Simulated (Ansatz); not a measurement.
# Ge2Si: the cost of one run

Method: cc-pVTZ, core rule «outside noble gas», up to 33 orbitals frozen; program: Ansatz 0.2.0, Gaussian basis.

To be run: UHF; CCSD(T) on RHF; CCSD(T) on UHF; BCCD(T) on RHF; CCSDT(Q) on RHF; CCSDT(Q) on UHF; CASSCF and NEVPT2, 12 electrons in 12 orbitals.

4 further runs of the same task are left out: 4 set aside as unsound or not needed.

### Step 1. What is computed

The geometry is a PBE0/def2-TZVP stationary point (not a proven minimum) of the parent state, kept for this charge and spin. No spin-orbit coupling is included. The filled d shell of Ge may be among the frozen orbitals whatever the setting's name suggests; the logs give the count.

3 atoms, charge 0, spin multiplicity 1.

Atoms are counted from 1 here; the program's logs count them from 0.

Bond lengths: Ge1–Ge2 2.453 Å, Ge1–Si3 2.352 Å, Ge2–Si3 2.352 Å. Angles: Ge2–Ge1–Si3 58.6°, Ge1–Ge2–Si3 58.6°, Ge1–Si3–Ge2 62.9°.

### Step 2. UHF

Contents of in.yaml:

```yaml
crystal:
  periodic: [false, false, false]
  atoms:
    - {symbol: Ge, position_ang: [0.000000, 0.325086, 1.226603]}
    - {symbol: Ge, position_ang: [0.000000, 0.325086, -1.226603]}
    - {symbol: Si, position_ang: [0.000000, -1.681598, 0.000000]}
basis:
  gaussian: {orbitals: cc-pVTZ}
magnetization: {spin_polarized: true, initial_magnetization: 0}
hamiltonian: {xc: hf}
output: {orbitals: {seedname: orbitals}}
```

Run with:

```console
$ ansatz run in.yaml --threads 1 --pin off --events-out ev --progress --plain --max-ram 4096MiB --backend cpu
```

**Question.** How long does this run take on 1 thread of AMD EPYC 7R13, shared host, and how much memory does it need?

About 66 s, with a peak of 0.43 GiB.
